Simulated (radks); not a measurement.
# The series with 30 electrons, Zn to Ru¹⁴⁺

The task here is to estimate one member of a computed series from the others.

Program: radks (a radial shooting solver on a logarithmic mesh, Libxc functionals) version 1. Level of theory: Dirac Kohn-Sham, BLYP, spin-unpolarised, spherical densities, point nucleus. These are calculated values, not measurements, unless marked.

**Starting point**

| Property | Result |
| --- | --- |
| electrons | 30 |
| ions | Zn, Ge²⁺, Se⁴⁺, Kr⁶⁺, Sr⁸⁺, Zr¹⁰⁺, Mo¹²⁺, Ru¹⁴⁺ |
| configuration | [Ar] 3d10 4s2 |

The outer shells:

[Ar] 3d10 4s2
```
[Ar] core
3d [↑↓][↑↓][↑↓][↑↓][↑↓]
4s [↑↓]
```

The first run:

Settings of this run:

```text
Z 30
configuration [Ar] 3d10 4s2
relativity Dirac
functional b88,lyp
spin unpolarised
j_filling energy
nucleus point
c 137.035999084
```

Steps of the session up to this table: Zn; Ge²⁺; Se⁴⁺; Kr⁶⁺; Sr⁸⁺; Zr¹⁰⁺; Mo¹²⁺; Ru¹⁴⁺.

One of the session's tables, all rows but one given; the rest of the session is left out.

| ion | E (hartree) | ε(3p1/2) (eV) | ε(3p3/2) (eV) | ε(3d3/2) (eV) | ε(3d5/2) (eV) |
| --- | --- | --- | --- | --- | --- |
| Zn | -1796.45890 | -85.262 | -82.187 | -10.267 | -9.910 |
| Ge²⁺ | -2098.49603 | -138.22 | -133.93 | -49.437 | -48.849 |
| Se⁴⁺ | -2426.71377 | -208.04 | -202.14 | -104.70 | -103.79 |
| Kr⁶⁺ | -2781.13491 | -292.55 | -284.56 | -174.04 | -172.71 |
| Sr⁸⁺ | -3161.88208 | -390.98 | -380.36 | -256.70 | -254.82 |
| Zr¹⁰⁺ | -3569.12941 | -503.01 | -489.12 | -352.30 | -349.73 |
| Mo¹²⁺ | ? | ? | ? | ? | ? |
| Ru¹⁴⁺ | -4463.99079 | -767.59 | -744.84 | -581.62 | -577.11 |

Q: Estimate the row for Mo¹²⁺ from the others.

**Answer.** E (hartree): -4003.08628; ε(3p1/2) (eV): -628.55; ε(3p3/2) (eV): -610.65; ε(3d3/2) (eV): -460.65; ε(3d5/2) (eV): -457.21. In the column «E (hartree)» it lies between Ru¹⁴⁺ (-4463.99079) and Zr¹⁰⁺ (-3569.12941).

The configuration is held, so it need not be the ground state of every ion.
